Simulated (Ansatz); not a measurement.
# Ta: the crystal squeezed far

The task here is to estimate one member of a computed series from the others.

Program: Ansatz 0.2.0. Level of theory: DFT, PBEsol, PAW with Ansatz's default frozen-core files, scalar-relativistic. These are calculated values, not measurements.

### The structure to begin with

It takes space group Im-3m (No. 229, cubic). Conventional cell: a = 3.303 Å, b = 3.303 Å, c = 3.303 Å, α = 90.00°, β = 90.00°, γ = 90.00°. Ta (site symmetry m-3m) is surrounded by 8 Ta at 2.86 Å.

Structure file:

```cif
data_structure
_symmetry_space_group_name_H-M 'P 1'
_symmetry_Int_Tables_number 1
_cell_length_a 2.8606
_cell_length_b 2.8606
_cell_length_c 2.8606
_cell_angle_alpha 109.471
_cell_angle_beta 109.471
_cell_angle_gamma 109.471
_cell_volume 18.02
loop_
_atom_site_label
_atom_site_type_symbol
_atom_site_fract_x
_atom_site_fract_y
_atom_site_fract_z
_atom_site_occupancy
Ta1 Ta 0.00000 0.00000 0.00000 1
```

Whether this phase is the stable one at these pressures isn't tested.

Set-up of the first run:

File input.yaml:

```yaml
crystal:
  lattice:
    - [-1.6515748661, 1.6515748661, 1.6515748661]
    - [1.6515748661, -1.6515748661, 1.6515748661]
    - [1.6515748661, 1.6515748661, -1.6515748661]
  atoms:
    - { symbol: Ta, position: [0.0, 0.0, 0.0] }
kpoints:
  mp_grid: { grid: [18, 18, 18] }
scf:
  occupations: { method: fermi_dirac, width: 0.05 }
hamiltonian:
  xc: pbesol
  pseudopotentials: { kind: paw }
output:
  forces: true
  stress: true
  write_density: true
  write_potential: true
  elf: true
  volumetric_format: npy
relax:
  f_tol: 0.005
  max_steps: 40
  cell: {}
```

Run with:

```
$ ansatz run input.yaml --threads 1 --pin off --max-ram 2048MiB --backend cpu --events-out ev --progress --plain --runs-dir out
```

Among the steps run: Cell relaxed at zero pressure, PAW; Volume scaled by 1, PAW; Volume scaled by 0.94, PAW; Volume scaled by 0.88, PAW; Volume scaled by 0.8, PAW; Volume scaled by 0.72, PAW; Volume scaled by 0.64, PAW; Volume scaled by 0.55, PAW; Volume scaled by 0.45, PAW; Volume scaled by 0.45, PAW (partial_waves polarizable).

One of the session's tables, all rows but one given; the rest of the session is left out.

 The rows PAW, 0.45 and PAW (partial_waves polarizable), 0.45 agree to the last digit and may rest on the same set-up.

| method | volume over the first | volume (Å³/atom) | pressure (GPa) |
| --- | --- | --- | --- |
| PAW | 1 | 17.655 | -0.01 |
| PAW | 0.94 | 16.596 | 14.53 |
| PAW | 0.88 | 15.536 | 34.04 |
| PAW | 0.8 | 14.124 | 70.75 |
| PAW | 0.72 | ? | ? |
| PAW | 0.64 | 11.299 | 211.39 |
| PAW | 0.55 | 9.710 | 385.69 |
| PAW | 0.45 | 7.945 | 775.96 |
| PAW (partial_waves polarizable) | 0.45 | 7.945 | 775.96 |

Estimate the missing values for PAW, 0.72.

As computed: volume (Å³/atom): 12.711; pressure (GPa): 124.70. In the column «volume (Å³/atom)» it lies between PAW, 0.64 (11.299) and PAW, 0.8 (14.124).
